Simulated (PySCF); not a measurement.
# CsH: bond curves at several levels of theory

One job finds the state of CsH, follows it along the bond with each method and fits the curves.

Computed with PySCF 2.14.0. Level: Cs def2-TZVP with ECP46, H def2-TZVP, scalar-relativistic core potentials.

### 1 Set-up

A driver script around PySCF takes these settings:

* atoms: Cs, H
* charge: 0
* basis: Cs def2-TZVP with ECP46, H def2-TZVP
* Hamiltonian: scalar-relativistic core potentials
* basis functions: 35
* electrons treated: 10
* masses in u: 132.9054, 1.0078
* levels: PBE0, PBE, r²SCAN, PW91, r²SCAN0, r²SCANh, HSE06, HF, MP2, SCS-MP2, CCSD, CCSD(T)
* grid: 80 radial by 434 angular points
* occupations: held fixed by the projection of orbital angular momentum
* dissociation limit: Cs + H, each in its ground configuration
* starting distance in angstrom: 2.525
* values of 2S to try: 0, 2

The run is started by

```console
> OMP_NUM_THREADS=1 python dia.py task.json out
```

After this run come: First curve: PBE0; Higher solutions at PBE0; PBE; r²SCAN (meta-GGA); PW91; r²SCAN0 (hybrid meta-GGA); r²SCANh; HSE06 (range-separated hybrid); RHF (mean field); Correlated methods on the Hartree–Fock reference.

**Question.** What will these runs give? Wanted: for each run, Re; ωe; De; μ.

**Answer**, as computed:

Lowest PBE0 solution found, without spin–orbit coupling: ¹Σ⁺ (singlet), closed shell. The other levels ran on it alone.

```
      level  Re (Å)  ωe (cm⁻¹)  De (eV)  μ (D)
        RHF   2.616        830     0.81  -9.77
    RHF-MP2   2.549        848     1.18    n/a
RHF-SCS-MP2   2.557        844     1.32    n/a
   RHF-CCSD   2.572        814     1.39    n/a
RHF-CCSD(T)   2.570        813     1.41    n/a
        PBE   2.509        854     1.75  -7.23
       PW91   2.506        858     1.79  -7.23
     r²SCAN   2.520        860     1.79  -8.06
    r²SCANh   2.518        866     1.77  -8.20
       PBE0   2.505        875     1.68  -7.97
    r²SCAN0   2.515        874     1.73  -8.39
      HSE06   2.508        876     1.68  -7.91
```

De is counted to Cs + H in their ground configurations. A positive dipole means Cs(−)H(+).

**Reading.** Bond lengths run from 2.505 Å (PBE0) to 2.616 Å (RHF). Of the levels with a De here, RHF gives the least (0.81 eV) and r²SCAN the most (1.79 eV).

Spin–orbit coupling is left out. T1 is 0.028 near the minimum (highest on the curve 0.032), which may point to more than one leading configuration.
